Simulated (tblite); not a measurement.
# C4H14Si3: the cost of one run

The runs use tblite 0.8.0 and PySCF 2.14.0, with density-fitted response routines of our own; the level of theory stands in each step. All values are computed, except where a source is named. Atoms count from 0, in the outputs and in this text.

### Step 1. The starting structure

21 atoms, charge 0, multiplicity 1; geometry from: force field or distance geometry start.

Bonds of the start (Å): C0–Si1 1.85, Si1–C2 1.82, C2–C3 1.49, C3–C4 1.50, C4–Si5 1.88, C3–Si6 1.84, Si6–Si1 2.24, C0–H7 1.11, C0–H8 1.13, C0–H9 1.08, Si1–H10 1.46, C2–H11 1.13, C2–H12 1.09, C3–H13 1.13, C4–H14 1.10, C4–H15 1.13, Si5–H16 1.46, Si5–H17 1.47, Si5–H18 1.45, Si6–H19 1.47, Si6–H20 1.44.

### Step 2. Optimising the geometry with GFN2-xTB

The job: settings as JSON, then the geometry in Å.

```
{"job": {"kind": "relax", "xc": "GFN2-xTB", "basis": "xTB"}, "charge": 0, "multiplicity": 1}
C      3.351100     0.527100     0.185100
Si     1.686200    -0.127900     0.643900
C      0.727300    -1.068500    -0.586900
C     -0.526500    -0.522200     0.011400
C     -1.827200    -0.759900    -0.701300
Si    -3.095400     0.075800     0.413200
Si     0.102700     1.184100    -0.249100
H      4.011400     0.500700     1.076500
H      3.213400     1.611100    -0.089200
H      3.836600     0.050000    -0.651300
H      1.408100    -0.330100     2.061600
H      0.772100    -2.184600    -0.444300
H      0.929700    -0.757900    -1.608800
H     -0.670500    -0.793000     1.103200
H     -1.872900    -0.344900    -1.719400
H     -2.079100    -1.856200    -0.651600
H     -2.900100    -0.481200     1.745700
H     -2.674000     1.483400     0.468700
H     -4.450600     0.002600    -0.090700
H     -0.400100     2.212900     0.668400
H      0.448900     1.595700    -1.585600
```

Launch:

```
> OMP_NUM_THREADS=1 python probes_run.py task.json out
```

One launch serves the whole session: the jobs run in the order shown.

**Question.** How long does this first job take on 1 thread of Intel Xeon Platinum 8488C, shared host, and how much memory does it need?

About 2.1 s, with a peak of 0.18 GiB.
